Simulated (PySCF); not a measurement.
**[Nd(NH2)4]−: other functionals and bases at one geometry**

The task here is to estimate one member of a computed series from the others.

Computed with PySCF 2.14.0. Level: several levels, as the steps say, no spin–orbit coupling.

2 further runs of the same task are left out: 2 for a known fault of the program.

### The system as given

13 atoms, charge -1, spin multiplicity 1.

Bond lengths: Nd1–N2 2.329 Å, Nd1–N5 2.329 Å, Nd1–N8 2.329 Å, Nd1–N11 2.329 Å, N2–H3 1.034 Å, N2–H4 1.032 Å, N5–H6 1.032 Å, N5–H7 1.034 Å, N8–H9 1.032 Å, N8–H10 1.034 Å, N11–H12 1.034 Å, N11–H13 1.032 Å. Angles: N2–Nd1–N5 111.2°, N2–Nd1–N8 106.1°, N2–Nd1–N11 111.2°, N5–Nd1–N8 111.2°, N5–Nd1–N11 106.0°, N8–Nd1–N11 111.2°, Nd1–N2–H3 122.0°, Nd1–N2–H4 132.7°, H3–N2–H4 104.9°, Nd1–N5–H6 132.8°, Nd1–N5–H7 121.9°, H6–N5–H7 104.9°, Nd1–N8–H9 132.7°, Nd1–N8–H10 122.0°, H9–N8–H10 104.9°, Nd1–N11–H12 121.9°, Nd1–N11–H13 132.8°, H12–N11–H13 104.9°.

As a file:

```xyz
13
charge -1, multiplicity 1
Nd    0.0003    0.0000    0.0000
N     1.4010    1.3710    1.2578
H     2.2789    1.0208    1.6761
H     1.4050    2.3860    1.4440
N    -1.4008   -1.2579    1.3706
H    -1.4066   -1.4445    2.3854
H    -2.2777   -1.6769    1.0181
N     1.4010   -1.3710   -1.2578
H     1.4050   -2.3860   -1.4440
H     2.2789   -1.0208   -1.6761
N    -1.4008    1.2579   -1.3706
H    -2.2777    1.6769   -1.0181
H    -1.4066    1.4445   -2.3854
```

Formal oxidation states: Nd +3. Each metal's 3 4f electrons lie in its core potential, so multiplicities, spins and levels count the valence alone. An earlier session relaxed this geometry at BP86, Nd lcecp-1-SVP with ECP49, N def2-SVP, H def2-SVP (singlet, point group S4).

At BP86 on the finer grid: E = -257.786015 Eh, HOMO 0.14 eV, LUMO 3.20 eV, Mulliken charge on Nd1 +0.40 e, largest force component 0.012 eV/Å. The highest filled level lies above zero; it isn't the detachment energy.

Levels to run: TPSS; PBE; revPBE; r2SCAN; BP86, TZVP. Hardware: 2 threads of Arm Neoverse V2, shared host.

The first run:

run.py (the lines that set the calculation)

```python
mol = gto.M(atom='''
Nd     0.00031     0.00000     0.00000
N      1.40104     1.37102     1.25777
H      2.27892     1.02083     1.67610
H      1.40500     2.38597     1.44395
N     -1.40078    -1.25792     1.37059
H     -1.40661    -1.44448     2.38538
H     -2.27773    -1.67692     1.01814
N      1.40104    -1.37102    -1.25777
H      1.40500    -2.38597    -1.44395
H      2.27892    -1.02083    -1.67610
N     -1.40078     1.25792    -1.37059
H     -2.27773     1.67692    -1.01814
H     -1.40661     1.44448    -2.38538''',
    basis={'Nd': 'lcecp-1-SVP', 'N': 'def2-SVP', 'H': 'def2-SVP'},
    ecp={'Nd': 'lcecp-1-SVP'},
    charge=-1, spin=0)
mf = dft.RKS(mol, xc='TPSS')
mf.grids.atom_grid = (75, 302)  # f atoms: unpruned, at least (60, 302)
mf = mf.density_fit()  # fitting sets: Nd AutoAux, N def2-universal-JKFIT, H def2-universal-JKFIT
mf.conv_tol = 1e-08; mf.max_cycle = 55
mf.kernel(dm0)  # dm0: the density of the relaxed state
```

On the command line:

```
> OMP_NUM_THREADS=2 python run.py
```

Among the steps run: TPSS; PBE; revPBE; r2SCAN; BP86, TZVP.

One table of the session follows, with a row left open; its other results are not shown here.

```
              level  gap (eV)  charge on Nd1 (e)  largest force component (eV/Å)
BP86 (relaxed here)      3.06               0.40                            0.01
               TPSS      3.10               0.56                            0.11
                PBE      2.85               0.40                            0.07
             revPBE         ?                  ?                               ?
             r2SCAN      3.66               0.62                            0.38
         BP86, TZVP      3.23               1.43                            0.36
```

**Question.** Estimate the row for revPBE.

**Answer.** gap (eV): 2.83; charge on Nd1 (e): 0.47; largest force component (eV/Å): 0.08. In the column «gap (eV)» it is the lowest.

In one basis the gap runs from 2.83 eV (revPBE) to 3.66 eV (r2SCAN). The largest leftover force, 0.38 eV/Å with r2SCAN, stands at a geometry relaxed at another level. With 4f in the core, its levels are missing from HOMO and gap, and its count is fixed, so no charge can pass from the ligands into it. Total energies of different levels can't be compared.
